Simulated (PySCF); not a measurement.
# CH5GaO (SMILES C[O][GaH2]): PBE0/cc-pVDZ

Aim: the energy change on altering one bond length of CH5GaO at PBE0/cc-pVDZ, from 2 runs. Input form: a Python script.

Program for the calculation: PySCF 2.14.0.

3 further runs of the same task are left out: 3 set aside as unsound or not needed.

### 1 The molecule

CH5GaO: 8 atoms, total charge 0, spin state singlet. SMILES: `C[O][GaH2]`. The coordinates come from a PBE0-D4/def2-TZVP relaxation.

Bond lengths: C1–O2 1.402 Å, O2–Ga3 1.782 Å, C1–H4 1.096 Å, C1–H5 1.099 Å, C1–H6 1.096 Å, Ga3–H7 1.565 Å, Ga3–H8 1.555 Å. Angles: C1–O2–Ga3 123.8°, O2–C1–H4 110.0°, O2–C1–H5 113.2°, O2–C1–H6 110.0°, O2–Ga3–H7 115.8°, O2–Ga3–H8 113.9°, H4–C1–H5 107.8°, H4–C1–H6 107.8°, H5–C1–H6 107.8°, H7–Ga3–H8 130.3°.

### 2 The energy at PBE0/cc-pVDZ

The input, run.py:

```python
from pyscf import gto, dft

molecule = gto.Mole()
molecule.atom = '''
C     -1.165583     1.837948    -0.799165
O     -1.332824    -0.516840     0.403457
Ga     1.328855    -2.460423     1.094718
H     -2.268049     1.817917    -2.552264
H      0.782725     2.373874    -1.278589
H     -1.947552     3.314958     0.423866
H      3.956898    -1.384791     0.270042
H      0.645719    -4.982641     2.437936
'''
molecule.basis = 'cc-pvdz'
molecule.charge = 0
molecule.verbose = 3
molecule.max_memory = 1860
molecule.spin = 0
molecule.unit = 'bohr'
molecule.build()

mf = dft.RKS(molecule)
mf.xc = 'pbe0'
mf.conv_tol = 1e-10
mf.grids.level = 5
mf.kernel()
if not mf.converged:
    mf = mf.newton().run(mf.mo_coeff, mf.mo_occ)

etot = mf.e_tot
print(f'total energy: {etot:.8f} hartree')
```

Started as:

```console
$ OMP_NUM_THREADS=1 python run.py
```

Log:

```text
converged SCF energy = -2040.76763790658
total energy: -2040.76763791 hartree
```

It took 12 s on 1 thread of Intel Xeon Platinum 8375C at 2.90GHz (Ice Lake), shared host; peak memory 0.41 GiB.

### 3 The distorted shape, same level

The input, input.py:

```python
from pyscf import gto, dft

mol = gto.Mole()
mol.atom = '''
C     -0.834872     1.843957    -0.273281
O     -1.002112    -0.510831     0.929341
Ga     1.659567    -2.454414     1.620603
H     -2.268049     1.817917    -2.552264
H      1.113436     2.379883    -0.752704
H     -1.616840     3.320967     0.949750
H      4.287609    -1.378782     0.795926
H      0.976431    -4.976632     2.963820
'''
mol.basis = 'cc-pvdz'
mol.verbose = 4
mol.charge = 0
mol.unit = 'bohr'
mol.max_memory = 1860
mol.build()

ks = dft.RKS(mol, xc='pbe0')
ks.conv_tol = 1e-10
ks.grids.level = 5
ks.kernel()
if not ks.converged:
    ks = ks.newton().run(ks.mo_coeff, ks.mo_occ)

e_final = ks.e_tot
print('Final energy', e_final)
```

Started as:

```console
$ OMP_NUM_THREADS=1 python input.py
```

Log:

```text
PySCF version 2.14.0

[INPUT] num. atoms = 8
[INPUT] num. electrons = 50
[INPUT] charge = 0
[INPUT] spin (= nelec alpha-beta = 2S) = 0
[INPUT] symmetry False subgroup None
[INPUT] Mole.unit = bohr
[INPUT] Symbol           X                Y                Z      unit          X                Y                Z       unit  Magmom
[INPUT]  1 C     -0.441795236435   0.975780022316  -0.144614077377 AA   -0.834872000000   1.843957000000  -0.273281000000 Bohr   0.0
[INPUT]  2 O     -0.530294833189  -0.270320123831   0.491786078374 AA   -1.002112000000  -0.510831000000   0.929341000000 Bohr   0.0
[INPUT]  3 Ga     0.878205036395  -1.298819954963   0.857586175549 AA    1.659567000000  -2.454414000000   1.620603000000 Bohr   0.0
[INPUT]  4 H     -1.200199844050   0.962000247744  -1.350599945052 AA   -2.268049000000   1.817917000000  -2.552264000000 Bohr   0.0
[INPUT]  5 H      0.589204957018   1.259379848256  -0.398313803368 AA    1.113436000000   2.379883000000  -0.752704000000 Bohr   0.0
[INPUT]  6 H     -0.855594881704   1.757380054617   0.502586056071 AA   -1.616840000000   3.320967000000   0.949750000000 Bohr   0.0
[INPUT]  7 H      2.268904972135  -0.729620013227   0.421185900779 AA    4.287609000000  -1.378782000000   0.795926000000 Bohr   0.0
[INPUT]  8 H      0.516705033236  -2.633520241535   1.568386001269 AA    0.976431000000  -4.976632000000   2.963820000000 Bohr   0.0

nuclear repulsion = 182.952494353255
number of shells = 31
number of NR pGTOs = 164
number of NR cGTOs = 80
basis = cc-pvdz
ecp = {}

******** <class 'pyscf.dft.rks.RKS'> ********
method = RKS
initial guess = minao
damping factor = 0
level_shift factor = 0
DIIS = <class 'pyscf.scf.diis.CDIIS'>
diis_start_cycle = 1
diis_space = 8
diis_damp = 0
SCF conv_tol = 1e-10
SCF conv_tol_grad = None
SCF max_cycles = 50
direct_scf = True
direct_scf_tol = 1e-13
XC library pyscf.dft.libxc version 7.0.0
    S. Lehtola, C. Steigemann, M. J.T. Oliveira, and M. A.L. Marques.,  SoftwareX 7, 1–5 (2018)
XC functionals = pbe0
radial grids:
    Treutler-Ahlrichs [JCP 102, 346 (1995); DOI:10.1063/1.469408] (M4) radial grids

becke partition: Becke, JCP 88, 2547 (1988); DOI:10.1063/1.454033
pruning grids: <function nwchem_prune>
grids dens level: 5
symmetrized grids: False
atomic radii adjust function: <function treutler_atomic_radii_adjust>
small_rho_cutoff = 0
Set gradient conv threshold to 1e-05
Initial guess from minao.
tot grids = 248936
init E= -2040.20846403279
  HOMO = -0.325210273041763  LUMO = -0.0697250920622077  gap/eV = 6.95211
cycle= 1 E= -2040.62817835427  delta_E= -0.42  |g|= 0.712  |ddm|=  2.2
  HOMO = -0.135566389762665  LUMO = -0.0211301023231467  gap/eV = 3.11397
cycle= 2 E= -2040.09124723863  delta_E= 0.537  |g|= 1.69  |ddm|= 1.75
  HOMO = -0.290415724575398  LUMO = -0.046436409542594  gap/eV = 6.63902
cycle= 3 E= -2040.73129216784  delta_E= -0.64  |g|= 0.0841  |ddm|= 1.36
  HOMO = -0.271904167256392  LUMO = -0.0440041082388412  gap/eV = 6.20148
cycle= 4 E= -2040.73301176485  delta_E= -0.00172  |g|= 0.0379  |ddm|= 0.122
  HOMO = -0.276862927350062  LUMO = -0.0453616971992998  gap/eV = 6.29947
cycle= 5 E= -2040.73334988732  delta_E= -0.000338  |g|= 0.0114  |ddm|= 0.0379
  HOMO = -0.276944339987622  LUMO = -0.0450357058869169  gap/eV = 6.31056
cycle= 6 E= -2040.73338383185  delta_E= -3.39e-05  |g|= 0.00192  |ddm|= 0.00995
  HOMO = -0.27711517777304  LUMO = -0.0447606483052501  gap/eV = 6.32269
cycle= 7 E= -2040.73338489853  delta_E= -1.07e-06  |g|= 0.000353  |ddm|= 0.00226
  HOMO = -0.277148429513449  LUMO = -0.0448114706748259  gap/eV = 6.32221
cycle= 8 E= -2040.73338493243  delta_E= -3.39e-08  |g|= 6.41e-05  |ddm|= 0.000459
  HOMO = -0.277142642831973  LUMO = -0.0448152082091209  gap/eV = 6.32195
cycle= 9 E= -2040.73338493374  delta_E= -1.31e-09  |g|= 1.73e-05  |ddm|= 7.35e-05
  HOMO = -0.277140701378273  LUMO = -0.0448152786177483  gap/eV = 6.32190
cycle= 10 E= -2040.73338493382  delta_E= -7.87e-11  |g|= 3.8e-06  |ddm|= 1.98e-05
  HOMO = -0.277139574198829  LUMO = -0.0448149507544096  gap/eV = 6.32188
Extra cycle  E= -2040.7333849338  delta_E= 1.64e-11  |g|= 5.84e-06  |ddm|= 8.1e-06
converged SCF energy = -2040.7333849338
Final energy -2040.7333849337997
```

Wall time 13 s (1 thread of Intel Xeon Platinum 8375C at 2.90GHz (Ice Lake), shared host); peak memory 0.41 GiB.

### 4 What came out

At PBE0/cc-pVDZ:

| quantity | value |
| --- | --- |
| first shape: total energy | -2040.76764 Eh |
| first shape: dipole moment | 1.11 D |
| first shape: HOMO energy | -7.70 eV |
| first shape: LUMO energy | -1.11 eV |
| first shape: HOMO–LUMO gap | 6.59 eV |
| distorted shape: total energy | -2040.73338 Eh |
| distorted shape: dipole moment | 1.34 D |
| distorted shape: HOMO energy | -7.54 eV |
| distorted shape: LUMO energy | -1.22 eV |
| distorted shape: HOMO–LUMO gap | 6.32 eV |
| energy change with the C1–H4 bond stretched from 1.096 to 1.425 Å | 0.932 eV |

**Reading.** With the C1–H4 bond stretched from 1.096 to 1.425 Å the energy rises by 0.93 eV (89.9 kJ/mol). The first shape isn't relaxed at this level, so the change isn't measured from a minimum. Mulliken charges (distorted shape) run from -0.47 on O2 to +0.46 on Ga3; they depend strongly on the basis.
